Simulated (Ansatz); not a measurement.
# SiHF3 (SMILES F[SiH](F)F): B2PLYP/def2-SVPD

Aim: the electronic atomisation energy of SiHF3 at B2PLYP/def2-SVPD, from 4 runs. 

The calculation is run with Ansatz 0.2.0.

55 further runs of the same task are left out: 55 set aside as unsound or not needed.

### Step 1. The system as given

SiHF3 has 5 atoms, charge 0, and is taken as a singlet. SMILES: `F[SiH](F)F`. Geometry: relaxed at PBE0-D4/def2-TZVP.

Bond lengths: F1–Si2 1.573 Å, Si2–F3 1.573 Å, Si2–F4 1.573 Å, Si2–H5 1.461 Å. Angles: F1–Si2–F3 108.3°, F1–Si2–F4 108.3°, F3–Si2–F4 108.3°, F1–Si2–H5 110.7°, F3–Si2–H5 110.7°, F4–Si2–H5 110.7°.

### Step 2. The energy at B2PLYP/def2-SVPD

File input.yaml:

```yaml
crystal:
  periodic: [false, false, false]
  atoms:
    - {symbol: F, position_ang: [-0.447100, -0.082200, 1.491300]}
    - {symbol: Si, position_ang: [0.040700, 0.001700, -0.001800]}
    - {symbol: F, position_ang: [-0.597100, 1.281400, -0.657200]}
    - {symbol: F, position_ang: [-0.495900, -1.263300, -0.767200]}
    - {symbol: H, position_ang: [1.499400, 0.062400, -0.065100]}
basis:
  gaussian:
    orbitals: def2-SVPD
hamiltonian:
  xc: {name: B2PLYP}
correlation:
  frozen_orbitals: {F: 1, H: 0, Si: 5}
accuracy: high
output: {orbitals: {seedname: orbitals}}
```

Command:

```console
$ ansatz run input.yaml --threads 1 --pin off --max-ram 3480MiB --events-out events.jsonl --progress --plain --runs-dir runs
```

The log of the run:

```text
Warning: RAYON_NUM_THREADS=1 ignored (pool sized by the plan → 1); use --threads N
Functional definition: B2PLYP
  name "B2PLYP"
  parameter a = 0.53
  parameter c = 0.27
  exchange = (1 - a)*b88_x + a*exact_x
  correlation = (1 - c)*lyp_c + c*(mp2_os + mp2_ss)
1966 factors; integrals over basis functions are off by at most 3.3e-9 eV
mean field evaluation 1: about -16022.8228 eV, gradient 4.6e1 eV
mean field evaluation 2: about -16022.9675 eV, gradient 4.7e1 eV
mean field evaluation 4: about -16026.1925 eV, gradient 1.2e0 eV
mean field evaluation 8: about -16026.2154 eV, gradient 2.6e-2 eV
mean field evaluation 16: about -16026.2154 eV, gradient 6.7e-6 eV
mean field -16026.21541781 eV, -588.9525536455 hartree, gradient 2.2e-8 eV, S^2 0.000000; 0 other end points of the search recorded, 0 dependent functions left out
8 core orbitals not correlated: weight in the atoms' cores, before any rotation towards them, 1.000 or more for the frozen orbitals, at most 0.000 for the correlated occupied ones
reference -16026.21544092 eV, -588.9525544949 hartree; 13, 13 occupied and 80, 80 virtual orbitals, 1966 factors
second order -22.20475243 eV of doubles, -0.00000000 eV of singles
Total energy: -16032.21072408 eV, -589.1728770872 hartree
```

Wall time 9 s (1 thread of Arm Neoverse V2, shared host); peak memory 0.32 GiB.

### Step 3. The F atom

File in.yaml:

```yaml
crystal:
  periodic: [false, false, false]
  atoms:
    - {symbol: F, position_ang: [0.000000, 0.000000, 0.000000]}
basis:
  gaussian:
    orbitals: def2-SVPD
magnetization:
  spin_polarized: true
  initial_magnetization: 1
hamiltonian:
  xc: {name: B2PLYP}
correlation:
  frozen_orbitals: {F: 1}
accuracy: high
```

Run the same way, it converges to -99.58457 Eh (log not shown).

### Step 4. The H atom

File molecule.yaml:

```yaml
crystal:
  periodic: [false, false, false]
  atoms:
    - {symbol: H, position_ang: [0.000000, 0.000000, 0.000000]}
basis:
  gaussian:
    orbitals: def2-SVPD
accuracy: high
correlation:
  frozen_orbitals: {H: 0}
hamiltonian:
  xc: {name: B2PLYP}
magnetization:
  spin_polarized: true
  initial_magnetization: 1
```

Command:

```console
$ ansatz run molecule.yaml --threads 1 --pin off --max-ram 3480MiB --events-out events.jsonl --progress --plain --runs-dir runs
```

The log of the run:

```text
Warning: RAYON_NUM_THREADS=1 ignored (pool sized by the plan → 1); use --threads N
Functional definition: B2PLYP
  name "B2PLYP"
  parameter a = 0.53
  parameter c = 0.27
  exchange = (1 - a)*b88_x + a*exact_x
  correlation = (1 - c)*lyp_c + c*(mp2_os + mp2_ss)
33 factors; integrals over basis functions are off by at most 2.1e-9 eV
mean field evaluation 1: about -13.5391 eV, gradient 8.8e-1 eV
mean field evaluation 2: about -13.5391 eV, gradient 8.8e-1 eV
mean field evaluation 4: about -13.5492 eV, gradient 3.4e-5 eV
mean field evaluation 8: about -13.5492 eV, gradient 3.3e-11 eV
mean field -13.54924563 eV, -0.4979255927 hartree, gradient 3.3e-11 eV, S^2 0.750000; 0 other end points of the search recorded, 0 dependent functions left out
reference -13.54925786 eV, -0.4979260423 hartree; 1, 0 occupied and 7, 8 virtual orbitals, 33 factors
second order 0.00000000 eV of doubles, -0.00000000 eV of singles
Total energy: -13.54925786 eV, -0.4979260423 hartree
```

It took 0.1 s on 1 thread of Arm Neoverse V2, shared host.

### Step 5. The Si atom at the same level

File input.yaml:

```yaml
crystal:
  periodic: [false, false, false]
  atoms:
    - symbol: Si
      position_ang: [0.000000, 0.000000, 0.000000]
basis:
  gaussian: {orbitals: def2-SVPD}
magnetization: {spin_polarized: true, initial_magnetization: 2}
hamiltonian: {xc: {name: B2PLYP}}
correlation: {frozen_orbitals: {Si: 5}}
accuracy: high
```

Run the same way, it converges to -289.15378 Eh (log not shown).

### Step 6. What came out

Level: B2PLYP/def2-SVPD, 8 core orbitals frozen.

```
                                     quantity          value
                       molecule: total energy  -589.17288 Eh
  molecule: HOMO energy (SCF part's orbitals)      -12.92 eV
  molecule: LUMO energy (SCF part's orbitals)        1.22 eV
molecule: HOMO–LUMO gap (SCF part's orbitals)       14.13 eV
                         F atom: total energy   -99.58457 Eh
                                 F atom: ⟨S²⟩          0.752
                         H atom: total energy    -0.49793 Eh
                                 H atom: ⟨S²⟩          0.750
                        Si atom: total energy  -289.15378 Eh
                                Si atom: ⟨S²⟩          2.007
                electronic atomisation energy      20.883 eV
```

In words: Taking the molecule apart into free atoms costs 20.88 eV (482 kcal/mol), before zero-point energy and without spin-orbit coupling.
